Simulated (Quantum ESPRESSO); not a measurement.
## MoSe3 in Quantum ESPRESSO: the effect of functional

MoSe3:

```xyz
4
Lattice="3.6973 0.0000 0.0000 0.0000 3.6973 0.0000 0.0000 0.0000 9.6674" Properties=species:S:1:pos:R:3 pbc="T T T"
Mo    0.0000    0.0000    0.0000
Se    1.8486    1.8486    7.3682
Se    0.0000    0.0000    4.8337
Se    1.8486    1.8486    2.2992
```

The cell was built by a generator and needn't be a form met in nature.

Alike in all runs:

| Item | Value |
| --- | --- |
| Program | Quantum ESPRESSO 7.5 |
| Task | phonons |
| Cutoff | 1170 eV |
| Density cutoff | 4680 eV |
| k mesh | 2 × 2 × 2, shifted |
| Occupations | fermi-dirac, width 0.05 eV |
| Spin | no spin polarisation |

Each run relaxes the cell or the atoms first.

```csv
functional,potentials or basis,relaxed volume (Å³/atom),highest phonon frequency (cm⁻¹)
LDA,PseudoDojo 0.4.1 SR LDA standard,16.53,275
PBEsol,PseudoDojo 0.4.1 SR PBEsol standard,16.81,271
BLYP,PseudoDojo 0.4.1 SR PBE standard,18.88,240
RPBE,PseudoDojo 0.4.1 SR PBE standard,17.89,255
PW91,PseudoDojo 0.4.1 SR PBE standard,17.58,257
vdW-DF-cx,PseudoDojo 0.4.1 SR PBE standard,?,?
```

Problem. What does the run with functional vdW-DF-cx give?

Solution. Relaxed volume 16.94 Å³/atom; highest phonon frequency 268 cm⁻¹.

Caveats: all runs use coarse meshes; the volume moved by over 15 % at a fixed basis, so the end points are rough; some modes are imaginary (some runs); the potentials were made for another functional, which shifts forces and pressure (some runs); the mesh is thin for the phonons of a metal (some runs); before the sum rule the acoustic modes lie tens of cm⁻¹ from zero, a sign that the density grid also shifts the optical modes (some runs).

Runs at the PBE level aren't shown here.
